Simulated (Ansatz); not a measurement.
Crystal: Ge2Sb2Te5.

```
CELL_PARAMETERS angstrom
6.83914 -3.06601 0.00000
6.83914 3.06601 0.00000
-6.83098 0.00000 6.84761
ATOMIC_POSITIONS crystal
Te 0.59470 0.59470 0.38643
Te 0.79529 0.79529 0.19611
Te 0.00832 0.00832 0.00643
Te 0.20652 0.20652 0.80980
Te 0.39996 0.39996 0.59712
Sb 0.90171 0.90171 0.58787
Sb 0.11187 0.11187 0.41735
Ge 0.28429 0.28429 0.18783
Ge 0.49734 0.49734 0.01104
```

The cell comes from a database or a generator and needn't be the stable form of this composition.

```yaml
Program: Ansatz 0.2.0
Task: relaxation of cell and atoms
Functional: revPBE
Dispersion: D3(BJ)
Potentials_or_basis: Ansatz PAW
Cutoff: "420 eV (not typed: the program's choice for these potentials)"
k_mesh: 4 × 4 × 3
Occupations: fermi-dirac, width 0.05 eV
Spin: no spin polarisation
```

At the start: volume 31.91 Å³/atom.

**Question.** How do energy, volume and symmetry change on relaxing?

**Answer.** It ends after 14 steps and the volume is 30.84 Å³/atom (-3.4 %); space group Cm (No. 8, to 0.05 Å).

Step by step:
```tsv
step	energy change (eV)	largest force (eV/Å)	volume (Å³)
1	0.0000	0.3942	287.17
2	-0.1683	0.2961	271.89
3	-0.1935	0.0838	273.21
4	-0.2011	0.0940	274.85
5	-0.2077	0.1116	276.26
6	-0.2144	0.0715	276.67
7	-0.2178	0.0816	278.07
8	-0.2200	0.0305	277.66
9	-0.2201	0.0502	277.12
10	-0.2208	0.0208	277.43
11	-0.2209	0.0142	277.53
12	-0.2209	0.0119	277.59
13	-0.2209	0.0030	277.54
14	-0.2194	0.0030	277.54
```

Final structure:
```xyz
9
Lattice="6.7914 -3.0531 -0.0347 6.7914 3.0531 -0.0347 -6.8181 0.0000 6.7274" Properties=species:S:1:pos:R:3 pbc="T T T"
Te    5.4420    0.0000    2.7516
Te    9.6621    0.0000    1.1809
Te   -0.0252    0.0000   -0.0715
Te   -2.6606    0.0000    5.3687
Te    1.5212    0.0000    4.0528
Sb    8.2350    0.0000    3.7723
Sb   -1.2875    0.0000    2.8264
Ge    2.3835    0.0000    1.2917
Ge    6.5263    0.0000    0.0907
```

Caveat: the plane-wave basis is chosen anew once the cell has moved, so the energies of steps on either side of that aren't comparable; pairwise dispersion overbinds metals, which lowers pressure and volume; the PAW data sets come from PBE, with cores solved anew for the run's functional, which leaves a small shift of forces and pressure.
